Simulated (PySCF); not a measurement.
# SiHBr (SMILES [SiH]Br) at PBE0/STO-3G

What is the vertical ionisation energy of SiHBr at PBE0/STO-3G? 

The results are computed with PySCF 2.14.0.

6 further runs of the same task are left out: 6 set aside as unsound or not needed.

### Step 1. The structure to begin with

SiHBr: 3 atoms, total charge 0, spin state singlet. As SMILES, `[SiH]Br`. Geometry: relaxed at PBE0-D4/def2-TZVP.

Bond lengths: Si1–Br2 2.245 Å, Si1–H3 1.527 Å. Angles: Br2–Si1–H3 94.0°.

### Step 2. The energy at PBE0/STO-3G

The input, calc.py:

```python
from pyscf import gto, dft

mol = gto.M(
    atom=[
    ('Si', (-0.624700, 0.521900, -0.296100)),
    ('Br', (1.340900, 0.401500, 0.781400)),
    ('H', (-0.727100, -0.988300, -0.498600)),
],
    basis='sto-3g',
    verbose=4,
    charge=0,
    max_memory=1860,
)

mf = dft.RKS(mol, xc='pbe0')
mf.grids.level = 5
mf.conv_tol = 1e-10
mf.kernel()
if not mf.converged:
    mf = mf.newton().run(mf.mo_coeff, mf.mo_occ)

etot = mf.e_tot
print('Final energy', etot)
```

Started as:

```sh
OMP_NUM_THREADS=1 python calc.py
```

Output:

```text
PySCF version 2.14.0

[INPUT] num. atoms = 3
[INPUT] num. electrons = 50
[INPUT] charge = 0
[INPUT] spin (= nelec alpha-beta = 2S) = 0
[INPUT] symmetry False subgroup None
[INPUT] Mole.unit = angstrom
[INPUT] Symbol           X                Y                Z      unit          X                Y                Z       unit  Magmom
[INPUT]  1 Si    -0.624700000000   0.521900000000  -0.296100000000 AA   -1.180511910016   0.986248064411  -0.559547905484 Bohr   0.0
[INPUT]  2 Br     1.340900000000   0.401500000000   0.781400000000 AA    2.533933760429   0.758725039013   1.476631993735 Bohr   0.0
[INPUT]  3 H     -0.727100000000  -0.988300000000  -0.498600000000 AA   -1.374019865171  -1.867616328908  -0.942217445708 Bohr   0.0

nuclear repulsion = 126.973584231117
number of shells = 14
number of NR pGTOs = 84
number of NR cGTOs = 28
basis = sto-3g
ecp = {}

******** <class 'pyscf.dft.rks.RKS'> ********
method = RKS
initial guess = minao
damping factor = 0
level_shift factor = 0
DIIS = <class 'pyscf.scf.diis.CDIIS'>
diis_start_cycle = 1
diis_space = 8
diis_damp = 0
SCF conv_tol = 1e-10
SCF conv_tol_grad = None
SCF max_cycles = 50
direct_scf = True
direct_scf_tol = 1e-13
XC library pyscf.dft.libxc version 7.0.0
    S. Lehtola, C. Steigemann, M. J.T. Oliveira, and M. A.L. Marques.,  SoftwareX 7, 1–5 (2018)
XC functionals = pbe0
radial grids:
    Treutler-Ahlrichs [JCP 102, 346 (1995); DOI:10.1063/1.469408] (M4) radial grids

becke partition: Becke, JCP 88, 2547 (1988); DOI:10.1063/1.454033
pruning grids: <function nwchem_prune>
grids dens level: 5
symmetrized grids: False
atomic radii adjust function: <function treutler_atomic_radii_adjust>
small_rho_cutoff = 0
Set gradient conv threshold to 1e-05
Initial guess from minao.
tot grids = 111832
init E= -2828.64508663049
  HOMO = -0.305962082241447  LUMO = -0.138481306782357  gap/eV = 4.55738
cycle= 1 E= -2832.28012467801  delta_E= -3.64  |g|= 0.326  |ddm|= 2.07
  HOMO = -0.0779601746057522  LUMO = -0.0219833724803856  gap/eV = 1.52321
cycle= 2 E= -2832.03516897904  delta_E= 0.245  |g|= 0.828  |ddm|= 2.54
  HOMO = -0.139624747322519  LUMO = 0.019477219838478  gap/eV = 4.32939
cycle= 3 E= -2832.36898332424  delta_E= -0.334  |g|= 0.0232  |ddm|= 1.57
  HOMO = -0.141383687499694  LUMO = 0.0288556807098153  gap/eV = 4.63245
cycle= 4 E= -2832.36936678034  delta_E= -0.000383  |g|= 0.00208  |ddm|= 0.0702
  HOMO = -0.141540385321662  LUMO = 0.0285395441226496  gap/eV = 4.62811
cycle= 5 E= -2832.36936982254  delta_E= -3.04e-06  |g|= 0.000745  |ddm|= 0.00779
  HOMO = -0.141508279827031  LUMO = 0.0285062868016753  gap/eV = 4.62633
cycle= 6 E= -2832.36937020123  delta_E= -3.79e-07  |g|= 0.000202  |ddm|= 0.00212
  HOMO = -0.141513234222749  LUMO = 0.0284520235882794  gap/eV = 4.62499
cycle= 7 E= -2832.36937022602  delta_E= -2.48e-08  |g|= 9.19e-06  |ddm|= 0.000597
  HOMO = -0.141511950245359  LUMO = 0.028456415469812  gap/eV = 4.62507
cycle= 8 E= -2832.36937022609  delta_E= -7.09e-11  |g|= 5.33e-07  |ddm|= 3.57e-05
  HOMO = -0.14151191649695  LUMO = 0.028456653699265  gap/eV = 4.62508
Extra cycle  E= -2832.36937022609  delta_E= -5e-12  |g|= 2.4e-07  |ddm|= 2.64e-06
converged SCF energy = -2832.36937022609
Final energy -2832.369370226093
```

Wall time 2.6 s (1 thread of Arm Neoverse V1, shared host); peak memory 0.22 GiB.

### Step 3. The doublet cation

The input, calc.py:

```python
from pyscf import gto, dft

mol = gto.M(
    atom='Si -0.624700 0.521900 -0.296100; Br 1.340900 0.401500 0.781400; H -0.727100 -0.988300 -0.498600',
    charge=1,
    verbose=4,
    spin=1,
    basis='sto-3g',
    max_memory=1860,
)

mf = dft.UKS(mol, xc='pbe0')
mf.conv_tol = 1e-10
mf.grids.level = 5
mf.kernel()
if not mf.converged:
    mf = mf.newton().run(mf.mo_coeff, mf.mo_occ)

e_final = mf.e_tot
print('E = %.10f Eh' % e_final)
```

Started as:

```sh
OMP_NUM_THREADS=1 python calc.py
```

Output:

```text
PySCF version 2.14.0

[INPUT] num. atoms = 3
[INPUT] num. electrons = 49
[INPUT] charge = 1
[INPUT] spin (= nelec alpha-beta = 2S) = 1
[INPUT] symmetry False subgroup None
[INPUT] Mole.unit = angstrom
[INPUT] Symbol           X                Y                Z      unit          X                Y                Z       unit  Magmom
[INPUT]  1 Si    -0.624700000000   0.521900000000  -0.296100000000 AA   -1.180511910016   0.986248064411  -0.559547905484 Bohr   0.0
[INPUT]  2 Br     1.340900000000   0.401500000000   0.781400000000 AA    2.533933760429   0.758725039013   1.476631993735 Bohr   0.0
[INPUT]  3 H     -0.727100000000  -0.988300000000  -0.498600000000 AA   -1.374019865171  -1.867616328908  -0.942217445708 Bohr   0.0

nuclear repulsion = 126.973584231117
number of shells = 14
number of NR pGTOs = 84
number of NR cGTOs = 28
basis = sto-3g
ecp = {}

******** <class 'pyscf.dft.uks.UKS'> ********
method = UKS
initial guess = minao
damping factor = 0
level_shift factor = 0
DIIS = <class 'pyscf.scf.diis.CDIIS'>
diis_start_cycle = 1
diis_space = 8
diis_damp = 0
SCF conv_tol = 1e-10
SCF conv_tol_grad = None
SCF max_cycles = 50
direct_scf = True
direct_scf_tol = 1e-13
number electrons alpha = 25  beta = 24
XC library pyscf.dft.libxc version 7.0.0
    S. Lehtola, C. Steigemann, M. J.T. Oliveira, and M. A.L. Marques.,  SoftwareX 7, 1–5 (2018)
XC functionals = pbe0
radial grids:
    Treutler-Ahlrichs [JCP 102, 346 (1995); DOI:10.1063/1.469408] (M4) radial grids

becke partition: Becke, JCP 88, 2547 (1988); DOI:10.1063/1.454033
pruning grids: <function nwchem_prune>
grids dens level: 5
symmetrized grids: False
atomic radii adjust function: <function treutler_atomic_radii_adjust>
small_rho_cutoff = 0
Set gradient conv threshold to 1e-05
tot grids = 111832
init E= -2828.64508663049
[... the frontier-level lines of each cycle are left out ...]


cycle= 1 E= -2831.91620856645  delta_E= -3.27  |g|= 0.328  |ddm|= 1.49
cycle= 2 E= -2830.08040655236  delta_E= 1.84  |g|= 1.23  |ddm|= 3.08
cycle= 3 E= -2832.11506802481  delta_E= -2.03  |g|= 0.0386  |ddm|= 2.39
cycle= 4 E= -2832.11657661661  delta_E= -0.00151  |g|= 0.024  |ddm|= 0.101
cycle= 5 E= -2832.11725357357  delta_E= -0.000677  |g|= 0.0094  |ddm|= 0.046
cycle= 6 E= -2832.11738143827  delta_E= -0.000128  |g|= 0.000973  |ddm|= 0.0323
cycle= 7 E= -2832.11738289541  delta_E= -1.46e-06  |g|= 0.00064  |ddm|= 0.00396
cycle= 8 E= -2832.11738357157  delta_E= -6.76e-07  |g|= 0.0002  |ddm|= 0.00265
cycle= 9 E= -2832.11738363616  delta_E= -6.46e-08  |g|= 1.87e-05  |ddm|= 0.000865
cycle= 10 E= -2832.11738363712  delta_E= -9.6e-10  |g|= 5.5e-06  |ddm|= 0.000111
cycle= 11 E= -2832.11738363719  delta_E= -6.91e-11  |g|= 9.12e-07  |ddm|= 2.71e-05
Extra cycle  E= -2832.11738363719  delta_E=    0  |g|= 9.37e-07  |ddm|= 5.05e-06
converged SCF energy = -2832.11738363719  <S^2> = 0.75511191  2S+1 = 2.0051054
E = -2832.1173836372 Eh
```

It took 5.1 s on 1 thread of Arm Neoverse V1, shared host; peak memory 0.23 GiB.

### Step 4. Outcome

At PBE0/STO-3G:

```
                                          quantity           value
                       singlet SiHBr: total energy  -2832.36937 Eh
                      singlet SiHBr: dipole moment          1.74 D
                        singlet SiHBr: HOMO energy        -3.85 eV
                        singlet SiHBr: LUMO energy         0.77 eV
                      singlet SiHBr: HOMO–LUMO gap         4.63 eV
                      doublet cation: total energy  -2832.11738 Eh
doublet cation: HOMO energy (highest over α and β)       -12.89 eV
 doublet cation: LUMO energy (lowest over α and β)        -9.81 eV
                              doublet cation: ⟨S²⟩           0.755
vertical ionisation energy (to the doublet cation)        6.857 eV
```

In words: The vertical ionisation energy comes to 6.86 eV (158 kcal/mol). The negative HOMO energy of the first species, 3.85 eV, lies 3.01 eV below that difference. In a minimal basis such a difference can be off by several eV, whatever the method.
